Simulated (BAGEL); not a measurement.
# singlet GeH3O+: a chain of runs

Aim: the energy (singlet GeH3O+, HF/def2-SVP), then a single-point energy (doublet GeH3O, NEVPT2(3,3)/def2-SVP), then a single-point energy (doublet GeH3O, CASPT2(3,3)/def2-SVP) of GeH3O. 

Program for the calculation: BAGEL 1.2.2.

## (1) Starting point

GeH3O+: 5 atoms, total charge +1, spin state singlet. As SMILES of the parent species, `[O][GeH3]`. The Ge2–H5 distance was set to 2.075 Å, away from the relaxed value. That shape belongs to the parent species and isn't relaxed for this state.

Bond lengths: O1–Ge2 1.795 Å, Ge2–H3 1.536 Å, Ge2–H4 1.536 Å. Angles: O1–Ge2–H3 109.7°, O1–Ge2–H4 109.7°, H3–Ge2–H4 111.5°. A long bond or contact: Ge2–H5 2.075 Å.

## (2) A single-point energy at HF/def2-SVP (density fitting with svp-jkfit) (run 1)

File job.json:

```json
{ "bagel": [

{
  "title": "molecule",
  "basis": "svp",
  "df_basis": "svp-jkfit",
  "angstrom": true,
  "geometry": [
    { "atom": "O", "xyz": [      -1.781072,       0.023226,       0.637903 ] },
    { "atom": "Ge", "xyz": [      -0.264872,      -0.451674,      -0.196297 ] },
    { "atom": "H", "xyz": [      -0.499372,      -0.486574,      -1.714097 ] },
    { "atom": "H", "xyz": [       0.210828,      -1.813474,       0.332103 ] },
    { "atom": "H", "xyz": [       1.035700,       1.073400,       0.341400 ] }
  ]
},

{ "title": "hf", "charge": 1 },

{ "title": "print", "file": "orbitals.molden", "orbitals": true }

]}
```

Started as:

```console
$ BAGEL_NUM_THREADS=1 BAGEL job.json > job.out
```

Log:

```text
* using 1 threads per process

  ===============================================================
  ===============================================================

  *** Geometry ***

  { "atom" : "O", "xyz" : [     -3.365738,      0.043891,      1.205462 ] },
  { "atom" : "Ge", "xyz" : [     -0.500536,     -0.853540,     -0.370948 ] },
  { "atom" : "H", "xyz" : [     -0.943676,     -0.919492,     -3.239174 ] },
  { "atom" : "H", "xyz" : [      0.398407,     -3.426969,      0.627584 ] },
  { "atom" : "H", "xyz" : [      1.957189,      2.028432,      0.645152 ] },

  Number of auxiliary basis functions:      397

  Since a DF basis is specified, we compute 2- and 3-index integrals:
    o Being stored without compression. Storage requirement is 0.012 GB

  Number of basis functions:       61
  Number of electrons      :       43

    * METHOD: MOLECULE                             0.14

  *** RHF ***

  === Nuclear Repulsion ===
   110.7642699539

      * DIIS with orbital gradients will be used.

  === RHF iteration (svp) ===
      0      -2150.50050087          0.03510352           0.04
      1      -2147.87752863          0.08556656           0.03
      2      -2150.96134518          0.01101822           0.03
      3      -2151.03810508          0.00491139           0.03
      4      -2151.05904816          0.00415097           0.03
      5      -2151.06965276          0.00298940           0.03
      6      -2151.07486909          0.00060231           0.03
      7      -2151.07507830          0.00014712           0.03
      8      -2151.07509489          0.00008644           0.03
      9      -2151.07510553          0.00006473           0.03
     10      -2151.07511546          0.00005038           0.03
     11      -2151.07512821          0.00001887           0.03
     12      -2151.07512950          0.00000512           0.03
     13      -2151.07512954          0.00000128           0.03
     14      -2151.07512954          0.00000056           0.03
     15      -2151.07512954          0.00000035           0.04
     16      -2151.07512954          0.00000012           0.03
     17      -2151.07512954          0.00000007           0.03
     18      -2151.07512954          0.00000006           0.03
     19      -2151.07512954          0.00000005           0.03
     20      -2151.07512954          0.00000004           0.03
     21      -2151.07512954          0.00000002           0.03
     22      -2151.07512954          0.00000001           0.03
     23      -2151.07512954          0.00000001           0.03
     24      -2151.07512954          0.00000001           0.03
     25      -2151.07512954          0.00000001           0.03
     26      -2151.07512954          0.00000001           0.03
     27      -2151.07512954          0.00000001           0.03
    * SCF iteration converged.

    * Permanent dipole moment:
           (   -0.554700,    -0.331348,    -0.022386) a.u.

    * METHOD: HF                                   1.07

    * METHOD: PRINT                                0.02

  ===============================================================
```

Wall time 1.6 s (1 thread of AMD EPYC 7R43 (Zen 3), shared host); peak memory 0.14 GiB.

## (3) Doublet neutral GeH3O: a single-point energy at NEVPT2(3,3)/def2-SVP (density fitting with svp-jkfit) (run 2)

job.json: that of step 2 with these lines changed.

```diff
@@ -18,2 +18,16 @@
 
+{ "title": "casscf", "nstate": 1, "nact": 3, "nclosed": 20, "nspin": 1, "active": [21, 22, 23], "maxiter": 200, "natocc": true },
+
+{
+  "title": "nevpt2",
+  "nstate": 1,
+  "nact": 3,
+  "nclosed": 20,
+  "nspin": 1,
+  "active": [21, 22, 23],
+  "maxiter": 200,
+  "natocc": true,
+  "ncore": 10
+},
+
 { "title": "print", "file": "orbitals.molden", "orbitals": true }
```

Started as:

```console
$ BAGEL_NUM_THREADS=1 BAGEL job.json > job.out
```

Log:

```text
* using 1 threads per process

  ===============================================================
  ===============================================================

  *** Geometry ***

  { "atom" : "O", "xyz" : [     -3.365738,      0.043891,      1.205462 ] },
  { "atom" : "Ge", "xyz" : [     -0.500536,     -0.853540,     -0.370948 ] },
  { "atom" : "H", "xyz" : [     -0.943676,     -0.919492,     -3.239174 ] },
  { "atom" : "H", "xyz" : [      0.398407,     -3.426969,      0.627584 ] },
  { "atom" : "H", "xyz" : [      1.957189,      2.028432,      0.645152 ] },

  Number of auxiliary basis functions:      397

  Since a DF basis is specified, we compute 2- and 3-index integrals:
    o Being stored without compression. Storage requirement is 0.012 GB

  Number of basis functions:       61
  Number of electrons      :       43

    * METHOD: MOLECULE                             0.14

  *** RHF ***

  === Nuclear Repulsion ===
   110.7642699539

      * DIIS with orbital gradients will be used.

  === RHF iteration (svp) ===
      0      -2150.50050087          0.03510352           0.04
      1      -2147.87752863          0.08556656           0.03
      2      -2150.96134518          0.01101822           0.03
      3      -2151.03810508          0.00491139           0.03
      4      -2151.05904816          0.00415097           0.04
      5      -2151.06965276          0.00298940           0.03
      6      -2151.07486909          0.00060231           0.03
      7      -2151.07507830          0.00014712           0.03
      8      -2151.07509489          0.00008644           0.03
      9      -2151.07510553          0.00006473           0.03
     10      -2151.07511546          0.00005038           0.03
     11      -2151.07512821          0.00001887           0.03
     12      -2151.07512950          0.00000512           0.03
     13      -2151.07512954          0.00000128           0.03
     14      -2151.07512954          0.00000056           0.04
     15      -2151.07512954          0.00000035           0.03
     16      -2151.07512954          0.00000012           0.03
     17      -2151.07512954          0.00000007           0.03
     18      -2151.07512954          0.00000006           0.03
     19      -2151.07512954          0.00000005           0.03
     20      -2151.07512954          0.00000004           0.03
     21      -2151.07512954          0.00000002           0.03
     22      -2151.07512954          0.00000001           0.03
     23      -2151.07512954          0.00000001           0.03
     24      -2151.07512954          0.00000001           0.03
     25      -2151.07512954          0.00000001           0.03
     26      -2151.07512954          0.00000001           0.03
     27      -2151.07512954          0.00000001           0.03
    * SCF iteration converged.

    * Permanent dipole moment:
           (   -0.554700,    -0.331348,    -0.022386) a.u.

    * METHOD: HF                                   1.06

  ---------------------------
      CASSCF calculation
  ---------------------------

    ==== Active orbitals : =====
         Orbital 21
         Orbital 22
         Orbital 23
    ============================

    * nstate   :      1
    * nclosed  :     20
    * nact     :      3
    * nvirt    :     38
  === CASSCF iteration (svp) ===

    * Using the second-order algorithm

      0  0     -2151.50252616     2.47e-02      0.01

      1  0     -2151.56797238     1.82e-03      0.15

      2  0     -2151.57227977     2.67e-04      0.14

      3  0     -2151.57234374     1.49e-05      0.15

      4  0     -2151.57234391     2.00e-06      0.19

      5  0     -2151.57234391     5.30e-07      0.14

      6  0     -2151.57234391     1.40e-07      0.13

      7  0     -2151.57234391     3.55e-08      0.14

      8  0     -2151.57234391     8.82e-09      0.12

    * Second-order optimization converged. *

     guess   0:   closed 1..                  open .1.

  === FCI iteration ===

      0  0     -2151.54415633     4.60e-02      0.00
      1  0     -2151.57209391     4.22e-03      0.00
      2  0     -2151.57233766     5.78e-04      0.00
      3  0     -2151.57234306     1.46e-04      0.00
      4  0     -2151.57234387     5.38e-05      0.00
      5  0     -2151.57234391     8.94e-06      0.00
      6  0     -2151.57234391     6.49e-07      0.00
      7  0 *   -2151.57234391     9.96e-16      0.00

     * ci vector, state   0, <S^2> = 0.7500
       2a.    -0.9793348716
       .a2    -0.1866463583

    * METHOD: CASSCF                               1.25

    * freezing 10 orbitals

  === DF-NEVPT2 calculation ===

    * 3-index integral transformation done
    * assembly done

      NEVPT2 correlation energy:   -0.3621952166      0.06

          (+0)     -0.2780991077
          (+0)'    -0.0149948446
          (+1)     -0.0144778450
          (+1)'    -0.0001582964
          (+2)     -0.0004064876
          (-1)     -0.0477285802
          (-1)'    -0.0005566987
          (-2)     -0.0057733563

      NEVPT2 total energy:       -2151.9345391265

    * METHOD: NEVPT2                               0.12

    * METHOD: PRINT                                0.02

  ===============================================================
```

It took 3 s on 1 thread of AMD EPYC 7R43 (Zen 3), shared host; peak memory 0.14 GiB.

## (4) Doublet neutral GeH3O: a single-point energy at CASPT2(3,3)/def2-SVP (density fitting with svp-jkfit) (run 3)

File input.json:

```json
{ "bagel" : [

{
  "title" : "molecule",
  "basis" : "svp",
  "df_basis" : "svp-jkfit",
  "angstrom" : "true",
  "geometry" : [
    { "atom" : "O", "xyz" : [   -1.781072,    0.023226,    0.637903 ] },
    { "atom" : "Ge", "xyz" : [   -0.264872,   -0.451674,   -0.196297 ] },
    { "atom" : "H", "xyz" : [   -0.499372,   -0.486574,   -1.714097 ] },
    { "atom" : "H", "xyz" : [    0.210828,   -1.813474,    0.332103 ] },
    { "atom" : "H", "xyz" : [    1.035700,    1.073400,    0.341400 ] }
  ]
},
{ "title" : "hf", "charge" : 1 },
{ "title" : "casscf", "nstate" : 1, "nact" : 3, "nclosed" : 20, "nspin" : 1, "active" : [21, 22, 23], "maxiter" : 200, "natocc" : "true" },
{ "title" : "print", "file" : "orbitals.molden", "orbitals" : "true" },
{ "title" : "smith", "method" : "caspt2", "ms" : "true", "xms" : "true", "sssr" : "true", "shift" : 0.2, "shift_imag" : "true", "ncore" : 10 }

]}
```

Started as:

```console
$ BAGEL_NUM_THREADS=1 BAGEL input.json > input.out
```

Log:

```text
* using 1 threads per process

  ===============================================================
  ===============================================================

  *** Geometry ***

  { "atom" : "O", "xyz" : [     -3.365738,      0.043891,      1.205462 ] },
  { "atom" : "Ge", "xyz" : [     -0.500536,     -0.853540,     -0.370948 ] },
  { "atom" : "H", "xyz" : [     -0.943676,     -0.919492,     -3.239174 ] },
  { "atom" : "H", "xyz" : [      0.398407,     -3.426969,      0.627584 ] },
  { "atom" : "H", "xyz" : [      1.957189,      2.028432,      0.645152 ] },

  Number of auxiliary basis functions:      397

  Since a DF basis is specified, we compute 2- and 3-index integrals:
    o Being stored without compression. Storage requirement is 0.012 GB

  Number of basis functions:       61
  Number of electrons      :       43

    * METHOD: MOLECULE                             0.14

  *** RHF ***

  === Nuclear Repulsion ===
   110.7642699539

      * DIIS with orbital gradients will be used.

  === RHF iteration (svp) ===
      0      -2150.50050087          0.03510352           0.03
      1      -2147.87752863          0.08556656           0.03
      2      -2150.96134518          0.01101822           0.03
      3      -2151.03810508          0.00491139           0.03
      4      -2151.05904816          0.00415097           0.03
      5      -2151.06965276          0.00298940           0.03
      6      -2151.07486909          0.00060231           0.03
      7      -2151.07507830          0.00014712           0.03
      8      -2151.07509489          0.00008644           0.03
      9      -2151.07510553          0.00006473           0.04
     10      -2151.07511546          0.00005038           0.03
     11      -2151.07512821          0.00001887           0.03
     12      -2151.07512950          0.00000512           0.03
     13      -2151.07512954          0.00000128           0.03
     14      -2151.07512954          0.00000056           0.03
     15      -2151.07512954          0.00000035           0.04
     16      -2151.07512954          0.00000012           0.03
     17      -2151.07512954          0.00000007           0.03
     18      -2151.07512954          0.00000006           0.03
     19      -2151.07512954          0.00000005           0.03
     20      -2151.07512954          0.00000004           0.03
     21      -2151.07512954          0.00000002           0.03
     22      -2151.07512954          0.00000001           0.03
     23      -2151.07512954          0.00000001           0.03
     24      -2151.07512954          0.00000001           0.03
     25      -2151.07512954          0.00000001           0.03
     26      -2151.07512954          0.00000001           0.03
     27      -2151.07512954          0.00000001           0.03
    * SCF iteration converged.

    * Permanent dipole moment:
           (   -0.554700,    -0.331348,    -0.022386) a.u.

    * METHOD: HF                                   1.05

  ---------------------------
      CASSCF calculation
  ---------------------------

    ==== Active orbitals : =====
         Orbital 21
         Orbital 22
         Orbital 23
    ============================

    * nstate   :      1
    * nclosed  :     20
    * nact     :      3
    * nvirt    :     38
  === CASSCF iteration (svp) ===

    * Using the second-order algorithm

      0  0     -2151.50252616     2.47e-02      0.01

      1  0     -2151.56797238     1.82e-03      0.18

      2  0     -2151.57227977     2.67e-04      0.15

      3  0     -2151.57234374     1.49e-05      0.17

      4  0     -2151.57234391     2.00e-06      0.19

      5  0     -2151.57234391     5.30e-07      0.14

      6  0     -2151.57234391     1.40e-07      0.14

      7  0     -2151.57234391     3.55e-08      0.12

      8  0     -2151.57234391     8.82e-09      0.11

    * Second-order optimization converged. *

     guess   0:   closed 1..                  open .1.

  === FCI iteration ===

      0  0     -2151.54415633     4.60e-02      0.00
      1  0     -2151.57209391     4.22e-03      0.00
      2  0     -2151.57233766     5.78e-04      0.00
      3  0     -2151.57234306     1.46e-04      0.00
      4  0     -2151.57234387     5.38e-05      0.00
      5  0     -2151.57234391     8.94e-06      0.00
      6  0     -2151.57234391     6.49e-07      0.00
      7  0 *   -2151.57234391     9.96e-16      0.00

     * ci vector, state   0, <S^2> = 0.7500
       2a.    -0.9793348716
       .a2    -0.1866463583

    * METHOD: CASSCF                               1.29

    * METHOD: PRINT                                0.02

  === SMITH program ===

    * freezing 10 orbitals

    * Approximate memory requirement for SMITH calulation per MPI process:
      o Storage requirement for T-amplitude, lambda, and residual is 0.01 GB
      o Storage requirement for MO integrals is 0.00 GB
    * Calculating and saving rdm4f

    * Zeroth order energy : state  0       -1.0434036289

    * CASPT2 iteration is performed using orthogonal basis

      -------------------------------------------  CASPT2 iteration  ---------------------------------------------------
       #      aibj      arbs      arbi      airj      risj      airs      arst      rist         Etot      error   time
      ------------------------------------------------------------------------------------------------------------------

       0  -0.27767  -0.00701  -0.05163  -0.01570  -0.00058  -0.01499  -0.00061  -0.00018   -0.3683903  0.0010797   0.03
       1  -0.27774  -0.00703  -0.05172  -0.01579  -0.00061  -0.01509  -0.00062  -0.00019   -0.3687869  0.0001545   0.03
       2  -0.27774  -0.00703  -0.05173  -0.01579  -0.00061  -0.01509  -0.00062  -0.00019   -0.3687951  0.0000295   0.03
       3  -0.27774  -0.00703  -0.05173  -0.01579  -0.00061  -0.01509  -0.00062  -0.00019   -0.3687954  0.0000052   0.03
       4  -0.27774  -0.00703  -0.05173  -0.01579  -0.00061  -0.01509  -0.00062  -0.00019   -0.3687954  0.0000007   0.03

      ------------------------------------------------------------------------------------------------------------------

    * CASPT2 energy : state  0    -2151.9425778525
        w/o shift correction      -2151.9411393000
        reference weight              0.9112531149

    * METHOD: SMITH                                0.23

  ===============================================================
```

Run time: 3.3 s. Hardware: 1 thread of AMD EPYC 7R43 (Zen 3), shared host; peak memory 0.14 GiB.

## (5) Results

```
                                  quantity           value
          run 1, HF/def2-SVP: total energy  -2151.07513 Eh
           run 1, HF/def2-SVP: HOMO energy       -18.48 eV
           run 1, HF/def2-SVP: LUMO energy       -10.12 eV
         run 1, HF/def2-SVP: HOMO–LUMO gap         8.37 eV
doublet neutral GeH3O, run 2: total energy  -2151.93454 Eh
doublet neutral GeH3O, run 3: total energy  -2151.94258 Eh
```
